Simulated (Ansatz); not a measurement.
# C2H4ClSi (SMILES C=C[SiH]Cl): UCAM-B3LYP/def2-SVP

What is the electronic atomisation energy of C2H4ClSi at UCAM-B3LYP/def2-SVP? 

The calculation is run with Ansatz 0.2.0.

57 further runs of the same task are left out: 57 set aside as unsound or not needed.

## (1) Starting point

C2H4ClSi: 8 atoms, total charge 0, spin state doublet. SMILES: `C=C[SiH]Cl`. The coordinates come from a PBE0-D4/def2-TZVP relaxation.

Bond lengths: C1–C2 1.335 Å, C2–Si3 1.841 Å, Si3–Cl4 2.059 Å, C1–H5 1.087 Å, C1–H6 1.086 Å, C2–H7 1.088 Å, Si3–H8 1.489 Å. Angles: C1–C2–Si3 122.0°, C2–Si3–Cl4 111.3°, C1–C2–H7 119.1°, Si3–C2–H7 118.7°, C2–C1–H5 121.9°, C2–C1–H6 122.0°, C2–Si3–H8 111.0°, Cl4–Si3–H8 109.0°, H5–C1–H6 116.1°.

## (2) The energy at UCAM-B3LYP/def2-SVP

Input file input.yaml:

```yaml
crystal:
  periodic: [false, false, false]
  atoms:
    - {symbol: C, position_ang: [0.647000, 1.027000, -0.659700]}
    - {symbol: C, position_ang: [0.628500, -0.066700, 0.105400]}
    - {symbol: Si, position_ang: [-0.903600, -0.642600, 0.947100]}
    - {symbol: Cl, position_ang: [-1.031600, -2.697900, 0.941300]}
    - {symbol: H, position_ang: [-0.256900, 1.588200, -0.880600]}
    - {symbol: H, position_ang: [1.563900, 1.404900, -1.102500]}
    - {symbol: H, position_ang: [1.561300, -0.591000, 0.301600]}
    - {symbol: H, position_ang: [-2.116300, -0.079100, 0.291500]}
basis:
  gaussian:
    orbitals: def2-SVP
magnetization:
  spin_polarized: true
  initial_magnetization: 1
hamiltonian:
  xc: {name: CAM-B3LYP}
accuracy: high
output:
  orbitals: {seedname: orbitals}
```

The run is started by

```console
$ ansatz run input.yaml --threads 1 --pin off --max-ram 3480MiB --events-out events.jsonl --progress --plain --runs-dir runs
```

Output:

```text
Warning: RAYON_NUM_THREADS=1 ignored (pool sized by the plan → 1); use --threads N
Functional definition: CAM-B3LYP
  name "CAM-B3LYP"
  parameter alpha = 0.19
  parameter beta = 0.46
  parameter omega = 0.33/bohr
  parameter ac = 0.81
  exchange = (1 - alpha - beta)*b88_x + beta*b88_x_sr(omega) + alpha*exact_x + beta*exact_x_lr(omega)
  correlation = (1 - ac)*vwn5_c + ac*lyp_c
1845 factors; integrals over basis functions are off by at most 4.0e-9 eV
408 factors; integrals over basis functions are off by at most 2.0e-9 eV
mean field evaluation 1: about -22523.5745 eV, gradient 3.1e1 eV
mean field evaluation 2: about -22519.7125 eV, gradient 4.0e1 eV
mean field evaluation 4: about -22529.6873 eV, gradient 1.7e0 eV
mean field evaluation 8: about -22529.8754 eV, gradient 4.1e-1 eV
mean field evaluation 16: about -22529.8787 eV, gradient 7.2e-3 eV
mean field evaluation 32: about -22529.8787 eV, gradient 5.8e-8 eV
mean field -22529.87871623 eV, -827.9577715212 hartree, gradient 5.8e-8 eV, S^2 0.757936; 0 other end points of the search recorded, 0 dependent functions left out
reference -22529.87873495 eV, -827.9577722092 hartree; 24, 23 occupied and 60, 61 virtual orbitals, 1845 factors
Total energy: -22529.87873495 eV, -827.9577722092 hartree
```

It took 11 s on 1 thread of Intel Xeon Platinum 8488C (Sapphire Rapids), shared host; peak memory 0.46 GiB.

## (3) The C atom at the same level

Input file input.yaml:

```yaml
crystal:
  periodic: [false, false, false]
  atoms:
    - {symbol: C, position_ang: [0.000000, 0.000000, 0.000000]}
basis:
  gaussian:
    orbitals: def2-SVP
magnetization:
  spin_polarized: true
  initial_magnetization: 2
hamiltonian:
  xc: {name: CAM-B3LYP}
accuracy: high
```

Run the same way, it converges to -37.79154 Eh (log not shown).

## (4) The Cl atom, same level

Input file job.yaml:

```yaml
crystal:
  periodic: [false, false, false]
  atoms:
    - {symbol: Cl, position_ang: [0.000000, 0.000000, 0.000000]}
basis:
  gaussian: {orbitals: def2-SVP}
total_charge: 0
magnetization: {spin_polarized: true, initial_magnetization: 1}
hamiltonian: {xc: {name: CAM-B3LYP}}
accuracy: high
```

The run is started by

```console
$ ansatz run job.yaml --threads 1 --pin off --max-ram 3480MiB --events-out events.jsonl --progress --plain --runs-dir runs
```

Output, shortened:

```text
Warning: RAYON_NUM_THREADS=1 ignored (pool sized by the plan → 1); use --threads N
[... 8 set-up lines as earlier in the session ...]
134 factors; integrals over basis functions are off by at most 2.6e-9 eV
55 factors; integrals over basis functions are off by at most 2.8e-9 eV
mean field evaluation 1: about -12517.3162 eV, gradient 2.8e0 eV
mean field evaluation 2: about -12517.3616 eV, gradient 6.1e-1 eV
mean field evaluation 4: about -12517.3628 eV, gradient 6.4e-1 eV
mean field evaluation 8: about -12517.3652 eV, gradient 1.7e-3 eV
mean field evaluation 16: about -12517.3652 eV, gradient 7.4e-8 eV
mean field -12517.36519224 eV, -460.0046862400 hartree, gradient 7.4e-8 eV, S^2 0.751801; 0 other end points of the search recorded, 0 dependent functions left out
reference -12517.36519980 eV, -460.0046865179 hartree; 9, 8 occupied and 9, 10 virtual orbitals, 134 factors
Total energy: -12517.36519980 eV, -460.0046865179 hartree
```

It took 0.6 s on 1 thread of Intel Xeon Platinum 8488C (Sapphire Rapids), shared host.

## (5) The H atom at the same level

Input file run.yaml:

```yaml
crystal:
  periodic: [false, false, false]
  atoms:
    - symbol: H
      position_ang: [0.000000, 0.000000, 0.000000]
basis:
  gaussian: {orbitals: def2-SVP}
magnetization: {spin_polarized: true, initial_magnetization: 1}
hamiltonian: {xc: {name: CAM-B3LYP}}
accuracy: high
```

Run the same way, it converges to -0.49790 Eh (log not shown).

## (6) The Si atom

Input file in.yaml:

```yaml
crystal:
  periodic: [false, false, false]
  atoms:
    - {symbol: Si, position_ang: [0.000000, 0.000000, 0.000000]}
basis:
  gaussian:
    orbitals: def2-SVP
magnetization:
  spin_polarized: true
  initial_magnetization: 2
hamiltonian:
  xc: {name: CAM-B3LYP}
accuracy: high
```

The run is started by

```console
$ ansatz run in.yaml --threads 1 --pin off --max-ram 3480MiB --events-out events.jsonl --progress --plain --runs-dir runs
```

Output, shortened:

```text
Warning: RAYON_NUM_THREADS=1 ignored (pool sized by the plan → 1); use --threads N
[... 8 set-up lines as earlier in the session ...]
134 factors; integrals over basis functions are off by at most 2.5e-9 eV
77 factors; integrals over basis functions are off by at most 5.9e-10 eV
mean field evaluation 1: about -7871.6174 eV, gradient 1.9e0 eV
mean field evaluation 2: about -7871.6601 eV, gradient 4.9e-1 eV
mean field evaluation 4: about -7871.6647 eV, gradient 7.9e-2 eV
mean field evaluation 8: about -7871.6648 eV, gradient 3.3e-4 eV
mean field evaluation 16: about -7871.6648 eV, gradient 1.1e-8 eV
mean field -7871.66476322 eV, -289.2783444423 hartree, gradient 1.1e-8 eV, S^2 2.003001; 0 other end points of the search recorded, 0 dependent functions left out
reference -7871.66477382 eV, -289.2783448317 hartree; 8, 6 occupied and 10, 12 virtual orbitals, 134 factors
Total energy: -7871.66477382 eV, -289.2783448317 hartree
```

Wall time 0.46 s (1 thread of Intel Xeon Platinum 8488C (Sapphire Rapids), shared host); peak memory 0.1 GiB.

## (7) Summary of results

Level: UCAM-B3LYP/def2-SVP.

| quantity | value |
| --- | --- |
| molecule: total energy | -827.95777 Eh |
| molecule: HOMO energy (highest over α and β) | -7.06 eV |
| molecule: LUMO energy (lowest over α and β) | -1.52 eV |
| molecule: ⟨S²⟩ | 0.758 |
| C atom: total energy | -37.79154 Eh |
| C atom: ⟨S²⟩ | 2.002 |
| Cl atom: total energy | -460.00469 Eh |
| Cl atom: ⟨S²⟩ | 0.752 |
| H atom: total energy | -0.49790 Eh |
| H atom: ⟨S²⟩ | 0.750 |
| Si atom: total energy | -289.27834 Eh |
| Si atom: ⟨S²⟩ | 2.003 |
| electronic atomisation energy | 29.934 eV |

**Reading.** Taking the molecule apart into free atoms costs 29.93 eV (690 kcal/mol), before zero-point energy and without spin-orbit coupling.
